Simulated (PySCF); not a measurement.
# C8H14O: the cost of one run

Programs: PySCF 2.14.0, with routines of our own; each step states its level. All values are computed. Atoms count from 0.

### 1 The system as given

23 atoms, charge 0, multiplicity 1; geometry from: GFN2-xTB.

### 2 Open-shell or spin-flip excitations: collinear spin-flip TDA CAM-B3LYP/def2-SVP

Job settings and geometry (Å):

```
{"job": {"kind": "uabs", "xc": "CAM-B3LYP", "basis": "def2-SVP", "nstates": 8, "spin_flip": true, "ref_mult": 3}, "charge": 0, "multiplicity": 1}
C     -0.298857     2.171993    -0.707078
C      0.152376     1.102967    -0.072387
C      1.447976     1.158726     0.701433
O      2.345501     0.126295     0.355764
C      1.772179    -1.144709     0.542836
C      0.521068    -1.329536    -0.312407
C     -0.540816    -0.245573    -0.041270
C     -1.633932    -0.368405    -1.106792
C     -1.192195    -0.451167     1.334717
H      0.244970     3.101866    -0.688183
H     -1.219843     2.179844    -1.261139
H      1.977936     2.090757     0.496536
H      1.230547     1.112797     1.783131
H      2.542136    -1.862674     0.250899
H      1.537127    -1.299642     1.607731
H      0.098184    -2.318963    -0.129579
H      0.814730    -1.267861    -1.362810
H     -1.240180    -0.134956    -2.092920
H     -2.463457     0.300022    -0.891416
H     -2.015155    -1.387499    -1.121441
H     -1.918644     0.336712     1.522105
H     -0.460728    -0.433915     2.137459
H     -1.705675    -1.410093     1.361635
```

Level: collinear spin-flip TDA CAM-B3LYP/def2-SVP, vertical, gas phase, core orbitals frozen in the response.

Command:

```console
$ OMP_NUM_THREADS=1 python excited_run.py task.json out
```

One launch serves the whole session: the jobs run in the order shown.

Q: Estimate the wall time and peak memory of this first job on 1 thread of AMD EPYC 7R43, shared host.

About 46 s, with a peak of 0.81 GiB.
